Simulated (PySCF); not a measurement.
**CuH₄: structure of the quartet**

Where does quartet CuH₄ go from a PBE0 minimum start, is the end point a minimum, and what are its modes, charges and moments?

Program: PySCF 2.14.0. Level of theory: PBE0, basis Cu def2-TZVP, H def2-TZVP, no relativity, density fitting. These are calculated values, not measurements.

### Step 1. The starting structure

5 atoms, charge 0, spin multiplicity 4.

Bond lengths: Cu1–H2 1.589 Å, Cu1–H3 1.589 Å, Cu1–H4 1.589 Å, Cu1–H5 1.589 Å. Angles: H2–Cu1–H3 109.5°, H2–Cu1–H4 109.5°, H2–Cu1–H5 109.5°, H3–Cu1–H4 109.5°, H3–Cu1–H5 109.5°, H4–Cu1–H5 109.5°.

```xyz
5
charge 0 multiplicity 4
Cu    0.0000    0.0000    0.0000
H    -0.0001    1.2972   -0.9173
H     0.0000   -1.2972   -0.9173
H     1.2973    0.0000    0.9172
H    -1.2972    0.0000    0.9173
```

### Step 2. The SCF at the typed geometry

The steps below are one call of a driver around PySCF. For each, scf.py gives the equivalent set-up of the SCF; relaxations use the driver's own optimiser. After this first run the driver tries any further starts and a stability analysis.

scf.py

```python
from pyscf import gto, scf, dft
mol = gto.M(atom='''
Cu     0.000000    -0.000000    -0.000000
H     -0.000062     1.297241    -0.917288
H     -0.000000    -1.297241    -0.917288
H      1.297272     0.000031     0.917244
H     -1.297210    -0.000031     0.917332''',
    basis={'Cu': 'def2-TZVP', 'H': 'def2-TZVP'},
    charge=0, spin=3)
mf = dft.UKS(mol, xc='PBE0')
mf.grids.atom_grid = (50, 194)
aux = {'Cu': 'def2-universal-JKFIT', 'H': 'def2-universal-JKFIT'}
mf = mf.density_fit(auxbasis=aux)
mf.conv_tol = 1e-08
mf.diis_space = 10
mf.max_cycle = 60
mf.init_guess = 'minao'
mf.verbose = 4
mf.kernel()
```

Started as:

```
$ OMP_NUM_THREADS=2 python axn.py task.json out
```

Output:

```text
init E= -1641.92283618521
[... the frontier-level lines of each cycle are left out ...]
cycle= 1 E= -1639.08339373505  delta_E= 2.84  |g|= 4.08  |ddm|= 1.72
cycle= 2 E= -1633.74099199772  delta_E= 5.34  |g|= 6.86  |ddm|= 3.94
cycle= 3 E= -1641.7826355355  delta_E= -8.04  |g|= 1.74  |ddm|= 2.59
cycle= 4 E= -1642.43622229978  delta_E= -0.654  |g|= 0.151  |ddm|= 0.906
cycle= 5 E= -1642.43622166251  delta_E= 6.37e-07  |g|= 0.131  |ddm|= 0.0782
cycle= 6 E= -1642.43974015231  delta_E= -0.00352  |g|= 0.0126  |ddm|= 0.0541
cycle= 7 E= -1642.43976012593  delta_E= -2e-05  |g|= 0.00636  |ddm|= 0.00431
cycle= 8 E= -1642.43976839222  delta_E= -8.27e-06  |g|= 0.000213  |ddm|= 0.00324
cycle= 9 E= -1642.43976842095  delta_E= -2.87e-08  |g|= 0.000104  |ddm|= 0.000378
cycle= 10 E= -1642.43976842302  delta_E= -2.07e-09  |g|= 1.15e-05  |ddm|= 6.63e-05
Extra cycle  E= -1642.43976842275  delta_E= 2.7e-10  |g|= 4.14e-05  |ddm|= 1.46e-05
converged SCF energy = -1642.43976842275  <S^2> = 3.7636687  2S+1 = 4.0068285
```

This step, with its further starts and checks, took 8.1 s on 2 threads of Intel Xeon 6975P-C (Granite Rapids), shared host.

Energies from each starting density:

| start | energy (Eh) |
| --- | --- |
| the minimal-basis guess | -1642.439768 |
| a thermally smeared density | -1642.439768 |
| a smeared PBE density | -1642.439768 |

The test of internal stability and the other starts found no lower solution of this spin.

### Step 3. PBE0 minimum start, quartet: relaxation

The program finds Td symmetry in the start, which this walk keeps. The walk stops when the largest gradient is under 0.0003 Eh/bohr and the energy has settled too.

Edit scf.py of step 2 so:

```diff
@@ -3 +3 @@
-Cu     0.000000    -0.000000    -0.000000
+Cu     0.000000     0.000000    -0.000000
@@ -17 +16,0 @@
-mf.init_guess = 'minao'
```

Energy and gradient, step by step:

| step | energy (Eh) | change (kJ/mol) | largest symmetric gradient (Eh/bohr) |
| --- | --- | --- | --- |
| 0 | -1642.439768 | 0.00 | 0.00001 |

The walk took 1 s.

It settles in Td symmetry, 0.0 kJ/mol below the start, after 0 steps: Cu–H 1.589 Å (×4); H–Cu–H 109.5° (×6).

### Step 4. Frequencies

On the finer grid the gradient is checked again; gradients at displacements of ±0.02 bohr then give force constants and infrared intensities.

Edit scf.py of step 3 so:

```diff
@@ -3 +3 @@
-Cu     0.000000     0.000000    -0.000000
+Cu    -0.000000    -0.000000     0.000000
@@ -11 +11 @@
-mf.grids.atom_grid = (50, 194)
+mf.grids.atom_grid = (75, 302)
@@ -14 +14 @@
-mf.conv_tol = 1e-08
+mf.conv_tol = 1e-10
```

This SCF starts from the last density.

Log of the central SCF (cycles and frontier levels):

```text
init E= -1642.43967834512
[... the frontier-level lines of each cycle are left out ...]
cycle= 1 E= -1642.43967834491  delta_E= 2.1e-10  |g|= 3.63e-05  |ddm|= 1.24e-05
cycle= 2 E= -1642.4396783418  delta_E= 3.11e-09  |g|= 0.00014  |ddm|= 4.76e-05
cycle= 3 E= -1642.43967834514  delta_E= -3.33e-09  |g|= 4.31e-08  |ddm|= 3.77e-05
cycle= 4 E= -1642.43967834514  delta_E= -2.5e-12  |g|= 1.04e-08  |ddm|= 1.59e-08
Extra cycle  E= -1642.43967834514  delta_E= -3.41e-12  |g|= 5.15e-08  |ddm|= 2.49e-08
converged SCF energy = -1642.43967834514  <S^2> = 3.7636685  2S+1 = 4.0068284
```

The whole step took 17 s.

Geometry: Td; Cu–H 1.589 Å (×4); H–Cu–H 109.5° (×6).

Modes, for the most abundant isotopes:

```
symmetry  ω (cm⁻¹)  IR (km/mol)
      t2       462          181
       e       660          0.0
      t2      1325          408
      a1      1471          0.0
```

Every mode is real; the point is a minimum.

Constants and moments:

```
Dipole moment                                                   : 0.00 D
Highest occupied level                                          : -8.16 eV
Lowest empty level                                              : -3.90 eV
Rotational constants                                            : 2.485, 2.485, 2.485 cm⁻¹
Zero-point energy                                               : 48.7 kJ/mol
Principal polarisabilities                                      : 45.0, 45.0, 45.0 bohr³
Atomisation energy without zero-point energy                    : 502 kJ/mol
Principal traceless quadrupole moments about the centre of mass : 0.00, 0.00, 0.00 D Å
Entropy at 298.15 K and 1 bar (electronic part: spin only)      : 237.5 J/(mol K)
Heat capacity Cp at 298.15 K                                    : 59.7 J/(mol K)
Enthalpy at 298.15 K above 0 K                                  : 12.69 kJ/mol
Rotational symmetry number                                      : 12
Spin squared ⟨S²⟩                                               : 3.764
```

Charges (e) and bond orders:

```json
{"atom": "Cu1", "Mulliken": "-0.05", "Löwdin": "-0.03", "polar tensor": "0.02", "spin (Mulliken)": "0.64", "Mayer order to Cu1": "–"}
{"atom": "H2,3,4,5", "Mulliken": "0.01", "Löwdin": "0.01", "polar tensor": "0.00", "spin (Mulliken)": "0.59", "Mayer order to Cu1": "0.62"}
```

Mulliken populations on Cu1: s 7.02, p 12.54, d 9.49, f 0.00.

### Step 5. Results

| quantity | value |
| --- | --- |
| minimum | quartet, Td |
| geometry | Cu–H 1.589 Å (×4); H–Cu–H 109.5° (×6) |
| wavenumbers (cm⁻¹) | 462 (t2), 660 (e), 1325 (t2), 1471 (a1) |
| dipole moment | 0.00 D |
| highest occupied, lowest empty level (either spin) | -8.16, -3.90 eV |
| polar-tensor charge of Cu1 | +0.02 e |
| zero-point energy | 48.7 kJ/mol |
| entropy at 298.15 K | 237.5 J/(mol K) |
| atomisation energy (no zero-point energy) | 502 kJ/mol |
| ⟨S²⟩ | 3.764 |

What this shows: The PBE0 minimum start keeps its Td symmetry and ends in a minimum. The strongest infrared band lies at 1325 cm⁻¹ (t2, stretch). Other starts or spin states, not run here, may lie lower. One determinant may miss the lowest occupation of an open d or f shell.

The search up to here took 26 s.
